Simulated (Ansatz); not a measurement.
# One shape, several levels: doublet GaH3F

Wanted: a comparison of 6 runs (UHF/STO-3G, U-r2SCAN0/STO-3G, U-wB97X/STO-3G, UBLYP/STO-3G, UBCCD(T)/STO-3G, UCCSDT(Q)/STO-3G) of doublet GaH3F. 

The calculation is run with Ansatz 0.2.0.

27 further runs of the same task are left out: 26 that didn't finish, 1 set aside as unsound or not needed.

## 1. Starting point

GaH3F: 5 atoms, total charge 0, spin state doublet. SMILES of the parent species: `[F][GaH3-]`. Geometry: a GFN2-xTB relaxation, a rough one for these elements and not checked as a minimum. That shape belongs to the parent species and isn't relaxed for this state.

Bond lengths: F1–Ga2 1.781 Å, Ga2–H3 1.554 Å, Ga2–H4 1.555 Å, Ga2–H5 1.553 Å. Angles: F1–Ga2–H3 106.4°, F1–Ga2–H4 106.1°, F1–Ga2–H5 106.7°, H3–Ga2–H4 112.4°, H3–Ga2–H5 112.1°, H4–Ga2–H5 112.7°.

## 2. The energy at UHF/STO-3G (run 1)

molecule.yaml

```yaml
crystal:
  periodic: [false, false, false]
  atoms:
    - {symbol: F, position_ang: [-0.500550, -0.495900, 1.533090]}
    - {symbol: Ga, position_ang: [0.029420, 0.026920, -0.084310]}
    - {symbol: H, position_ang: [-0.873870, 1.229730, -0.473840]}
    - {symbol: H, position_ang: [-0.177300, -1.196140, -1.021500]}
    - {symbol: H, position_ang: [1.522310, 0.435400, 0.046550]}
basis:
  gaussian:
    orbitals: STO-3G
magnetization:
  spin_polarized: true
  initial_magnetization: 1
hamiltonian:
  xc: hf
accuracy: high
```

Run with:

```
$ ansatz run molecule.yaml --threads 1 --pin off --max-ram 2610MiB --events-out events.jsonl --progress --plain --runs-dir runs
```

Standard output:

```text
Warning: RAYON_NUM_THREADS=1 ignored (pool sized by the plan → 1); use --threads N
Functional definition: HF
  name "HF"
  exchange = exact_x
  correlation = 0
388 factors; integrals over basis functions are off by at most 2.8e-8 eV
mean field evaluation 1: about -54438.9762 eV, gradient 2.3e1 eV
mean field evaluation 2: about -54439.0100 eV, gradient 2.3e1 eV
mean field evaluation 4: about -54443.2402 eV, gradient 2.6e0 eV
mean field evaluation 8: about -54443.3848 eV, gradient 3.3e-2 eV
mean field evaluation 16: about -54443.3852 eV, gradient 2.5e-3 eV
mean field evaluation 32: about -54443.3843 eV, gradient 3.4e-3 eV
mean field evaluation 64: about -54443.3820 eV, gradient 1.1e-2 eV
mean field evaluation 96: about -54443.3698 eV, gradient 3.2e-2 eV
mean field evaluation 128: about -54443.3831 eV, gradient 2.4e-2 eV
mean field evaluation 160: about -54442.8324 eV, gradient 5.4e0 eV
mean field evaluation 192: about -54443.3217 eV, gradient 8.4e-1 eV
mean field -54443.38520287 eV, -2000.7575031536 hartree, gradient 4.4e-8 eV, S^2 0.751039; 4 other end points of the search recorded, 0 dependent functions left out
reference -54443.38520287 eV, -2000.7575031536 hartree; 22, 21 occupied and 4, 5 virtual orbitals, 388 factors
Total energy: -54443.38520287 eV, -2000.7575031536 hartree
```

It took 0.78 s on 1 thread of Arm Neoverse V2, shared host.

## 3. The energy at U-r2SCAN0/STO-3G (run 2)

in.yaml

```yaml
crystal:
  periodic: [false, false, false]
  atoms:
    - {symbol: F, position_ang: [-0.500550, -0.495900, 1.533090]}
    - {symbol: Ga, position_ang: [0.029420, 0.026920, -0.084310]}
    - {symbol: H, position_ang: [-0.873870, 1.229730, -0.473840]}
    - {symbol: H, position_ang: [-0.177300, -1.196140, -1.021500]}
    - {symbol: H, position_ang: [1.522310, 0.435400, 0.046550]}
basis:
  gaussian: {orbitals: STO-3G}
magnetization: {spin_polarized: true, initial_magnetization: 1}
accuracy: high
hamiltonian: {xc: {name: r2SCAN0}}
```

Run with:

```
$ ansatz run in.yaml --threads 1 --pin off --max-ram 2610MiB --events-out events.jsonl --progress --plain --runs-dir runs
```

Standard output, shortened:

```text
Warning: RAYON_NUM_THREADS=1 ignored (pool sized by the plan → 1); use --threads N
Functional definition: r2SCAN0
  name "r2SCAN0"
[...]
388 factors; integrals over basis functions are off by at most 2.8e-8 eV
[...]
mean field -54490.93192617 eV, -2002.5048130067 hartree, gradient 6.5e-8 eV, S^2 0.752342; 12 other end points of the search recorded, 0 dependent functions left out
reference -54490.93192682 eV, -2002.5048130305 hartree; 22, 21 occupied and 4, 5 virtual orbitals, 388 factors
Total energy: -54490.93192682 eV, -2002.5048130305 hartree
```

It took 30 s on 1 thread of Arm Neoverse V2, shared host; peak memory 0.23 GiB.

Run 3 isn't shown in full; the table further down has it.

## 4. A single-point energy at UBLYP/STO-3G (run 4)

input.yaml

```yaml
crystal:
  periodic: [false, false, false]
  atoms:
    - {symbol: F, position_ang: [-0.500550, -0.495900, 1.533090]}
    - {symbol: Ga, position_ang: [0.029420, 0.026920, -0.084310]}
    - {symbol: H, position_ang: [-0.873870, 1.229730, -0.473840]}
    - {symbol: H, position_ang: [-0.177300, -1.196140, -1.021500]}
    - {symbol: H, position_ang: [1.522310, 0.435400, 0.046550]}
basis:
  gaussian:
    orbitals: STO-3G
magnetization:
  spin_polarized: true
  initial_magnetization: 1
hamiltonian:
  xc: {name: BLYP}
accuracy: high
```

Run with:

```
$ ansatz run input.yaml --threads 1 --pin off --max-ram 2610MiB --events-out events.jsonl --progress --plain --runs-dir runs
```

Standard output, shortened:

```text
Warning: RAYON_NUM_THREADS=1 ignored (pool sized by the plan → 1); use --threads N
Functional definition: BLYP
  name "BLYP"
[...]
388 factors; integrals over basis functions are off by at most 2.8e-8 eV
[...]
mean field -54486.45552109 eV, -2002.3403081539 hartree, gradient 2.0e-8 eV, S^2 0.751204; 20 other end points of the search recorded, 0 dependent functions left out
reference -54486.45555607 eV, -2002.3403094395 hartree; 22, 21 occupied and 4, 5 virtual orbitals, 388 factors
Total energy: -54486.45555607 eV, -2002.3403094395 hartree
```

Run time: 11 s. Hardware: 1 thread of Arm Neoverse V2, shared host; peak memory 0.13 GiB.

Run 5 isn't shown in full; the table further down has it.

## 5. The energy at UCCSDT(Q)/STO-3G (run 6)

input.yaml

```yaml
crystal:
  periodic: [false, false, false]
  atoms:
    - symbol: F
      position_ang: [-0.500550, -0.495900, 1.533090]
    - symbol: Ga
      position_ang: [0.029420, 0.026920, -0.084310]
    - symbol: H
      position_ang: [-0.873870, 1.229730, -0.473840]
    - symbol: H
      position_ang: [-0.177300, -1.196140, -1.021500]
    - symbol: H
      position_ang: [1.522310, 0.435400, 0.046550]
basis:
  gaussian: {orbitals: STO-3G}
total_charge: 0
magnetization: {spin_polarized: true, initial_magnetization: 1}
correlation: {method: ccsdt_q, frozen_orbitals: {F: 1, Ga: 9, H: 0}}
accuracy: high
scf: {omitted_lower_state_checks: [cluster_reference, increment]}
```

Run with:

```
$ ansatz run input.yaml --threads 1 --pin off --max-ram 2610MiB --events-out events.jsonl --progress --plain --runs-dir runs
```

Standard output:

```text
Warning: RAYON_NUM_THREADS=1 ignored (pool sized by the plan → 1); use --threads N
[... 15 lines left out ...]
10 core orbitals not correlated: weight in the atoms' cores, before any rotation towards them, 0.999 or more for the frozen orbitals, at most 0.001 for the correlated occupied ones
[... 299 lines left out ...]
Total energy: -54445.73123912 eV, -2000.8437183957 hartree
Checks for a lower state left out: cluster_reference, increment
```

Run time: 12 s. Hardware: 1 thread of Arm Neoverse V2, shared host; peak memory 0.18 GiB.

## 6. All runs side by side

```csv
run,level,frozen core orbitals,energy (Eh),⟨S²⟩,wall time
1,UHF/STO-3G,–,-2000.757503,0.751,0.78 s
2,U-r2SCAN0/STO-3G,–,-2002.504813,0.752,30 s
3,U-wB97X/STO-3G,–,-2002.479115,0.752,46 s
4,UBLYP/STO-3G,–,-2002.340309,0.751,11 s
5,UBCCD(T)/STO-3G,10,-2000.842650,0.751,3.3 s
6,UCCSDT(Q)/STO-3G,10,-2000.843718,0.751,12 s
```

## 7. Summary of results

```
                                           quantity           value
                                run 6: total energy  -2000.84372 Eh
run 6: correlation energy (10 core orbitals frozen)       -86.2 mEh
           run 6: ⟨S²⟩ of the reference determinant           0.751
                               run 6: T1 diagnostic           0.015
```

Below the UHF energy at the same shape and in the same basis (STO-3G): UBCCD(T) -85.1 mEh; UCCSDT(Q) -86.2 mEh. Totals of different functionals can't be ranked against each other. In runs 1, 2, 3, 4, 5, 6 the basis is minimal, so the values are rough. All runs together took 1.7 min, the longest 46 s.
